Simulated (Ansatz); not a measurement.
**H9NOSi3: one species, many methods**

The task here is to estimate one member of a computed series from the others.

The runs use Ansatz 0.2.0, Gaussian basis; functionals in def2-TZVPP, the program's frozen cores in correlated methods.

Plan: PBE-D4, r2SCAN-D4, PBE0-D4, B3LYP-D4, ωB97X-V, ωB97M-V, B2PLYP; CCSD(T)/def2-TZVPP; MP2/def2-QZVPP; extrapolation to the limit.

### The geometry

An earlier PBE0-D4 in a triple-zeta def2 set relaxation fixed the geometry.

SMILES `N[SiH2]O[SiH2][SiH3]`, 14 atoms, charge 0, spin multiplicity 1.

Atoms are counted from 1 here; the program's logs count them from 0.

Bond lengths: N1–Si2 1.704 Å, N1–H6 1.005 Å, N1–H7 1.005 Å, Si2–O3 1.640 Å, Si2–H8 1.481 Å, Si2–H9 1.482 Å, O3–Si4 1.637 Å, Si4–Si5 2.347 Å, Si4–H10 1.489 Å, Si4–H11 1.489 Å, Si5–H12 1.489 Å, Si5–H13 1.489 Å, Si5–H14 1.491 Å. Angles: Si2–N1–H6 123.5°, Si2–N1–H7 123.4°, H6–N1–H7 112.5°, N1–Si2–O3 114.4°, N1–Si2–H8 108.1°, N1–Si2–H9 107.9°, O3–Si2–H8 106.9°, O3–Si2–H9 107.0°, H8–Si2–H9 112.6°, Si2–O3–Si4 142.8°, O3–Si4–Si5 112.6°, O3–Si4–H10 109.0°, O3–Si4–H11 109.1°, Si5–Si4–H10 109.1°, Si5–Si4–H11 109.1°, H10–Si4–H11 107.8°, Si4–Si5–H12 111.9°, Si4–Si5–H13 111.9° and more.

The first run:

The input, in.yaml:

```yaml
crystal:
  periodic: [false, false, false]
  atoms:
    - {symbol: N, position_ang: [-0.197986, 1.876840, 0.605848]}
    - {symbol: Si, position_ang: [-1.649500, 1.094688, 0.177090]}
    - {symbol: O, position_ang: [-1.460680, -0.452462, -0.334056]}
    - {symbol: Si, position_ang: [-0.336180, -1.616694, -0.580804]}
    - {symbol: Si, position_ang: [1.839037, -0.890906, -0.079693]}
    - {symbol: H, position_ang: [0.397093, 2.344743, -0.055348]}
    - {symbol: H, position_ang: [0.215831, 1.814565, 1.519736]}
    - {symbol: H, position_ang: [-2.263140, 1.845680, -0.942851]}
    - {symbol: H, position_ang: [-2.516630, 1.052672, 1.377803]}
    - {symbol: H, position_ang: [-0.389932, -2.048680, -2.004520]}
    - {symbol: H, position_ang: [-0.662837, -2.796822, 0.266287]}
    - {symbol: H, position_ang: [2.249341, 0.261030, -0.928759]}
    - {symbol: H, position_ang: [1.978100, -0.500110, 1.350077]}
    - {symbol: H, position_ang: [2.784583, -2.013644, -0.341908]}
basis:
  gaussian: {orbitals: def2-TZVPP}
hamiltonian: {xc: pbe, dispersion: d4}
output: {forces: true, orbitals: {seedname: orbitals}}
```

Command:

```sh
ansatz run in.yaml --threads 2 --pin off --events-out ev --progress --plain --max-ram 22528MiB --backend cuda --devices 0, --max-vram 18GiB
```

Steps of the session up to this table: PBE-D4 (GGA); r2SCAN-D4 (meta-GGA); PBE0-D4 (hybrid); B3LYP-D4 (hybrid); ωB97X-V (range-separated); ωB97M-V (range-separated); B2PLYP (double hybrid); CCSD(T) in def2-TZVPP; MP2 in def2-QZVPP.

One of the session's tables, all rows but one given; the rest of the session is left out.

It belongs to the step «Atomisation energies». 

| method | atomisation energy (kJ/mol) |
| --- | --- |
| PBE-D4 | 4604.0 |
| r2SCAN-D4 | 4616.3 |
| PBE0-D4 | ? |
| B3LYP-D4 | 4635.0 |
| ωB97X-V | 4670.0 |
| ωB97M-V | 4642.6 |
| B2PLYP | 4569.7 |
| HF/def2-TZVPP | 3416.6 |
| MP2/def2-TZVPP | 4520.3 |
| CCSD/def2-TZVPP | 4460.1 |
| CCSD(T)/def2-TZVPP | 4509.0 |
| MP2/CBS | 4658.2 |
| CCSD(T)/CBS | 4646.8 |

Q: Estimate the row for PBE0-D4 from the others.

As computed: atomisation energy (kJ/mol): 4564.3. In the column «atomisation energy (kJ/mol)» it lies between MP2/def2-TZVPP (4520.3) and B2PLYP (4569.7).
